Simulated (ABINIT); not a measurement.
NbSi, 2 atoms in the cell. The structure is cubic, space group Pm-3m (No. 221). Conventional cell: a = 3.198 Å, b = 3.198 Å, c = 3.198 Å, α = 90.00°, β = 90.00°, γ = 90.00°. Around Nb (site symmetry m-3m) lie 8 Si at 2.77 Å. Si (site symmetry m-3m) has 8 Nb at 2.77 Å as nearest neighbours. The cell was built by a generator and needn't be a form met in nature. The cell isn't the ideal one: volume scaled by 1.04.

* Program: ABINIT 10.8.3 (patched build)
* Task: phonons
* Functional: AM05
* Potentials or basis: PseudoDojo NC SR PBEsol v0.4 stringent
* Cutoff: 1116 eV
* k mesh: 6 × 6 × 6, shifted
* Occupations: fermi-dirac, width 0.05 eV
* Spin: no spin polarisation
* Stop of the response cycle (tolvrs): 1e-08
* Acoustic sum rule (asr): 1

Potentials or basis: PseudoDojo NC SR PBEsol v0.4 stringent.

Command:

```sh
$ abinit run.abi > log 2>&1
$ mrgddb < mrgddb.in > mrgddb.log 2>&1
$ anaddb anaddb.abi > anaddb.log 2>&1
```

Hardware: 1 thread of Arm Neoverse V1, with other jobs on the host.

Problem. How long does it take, and how much memory?

Solution. Run time: 56 s on 1 thread of Arm Neoverse V1 (shared host), peak memory 0.14 GiB. Counts: scf iterations 27, mpi ranks 1, k points 10, bands 17, plane waves 2794.
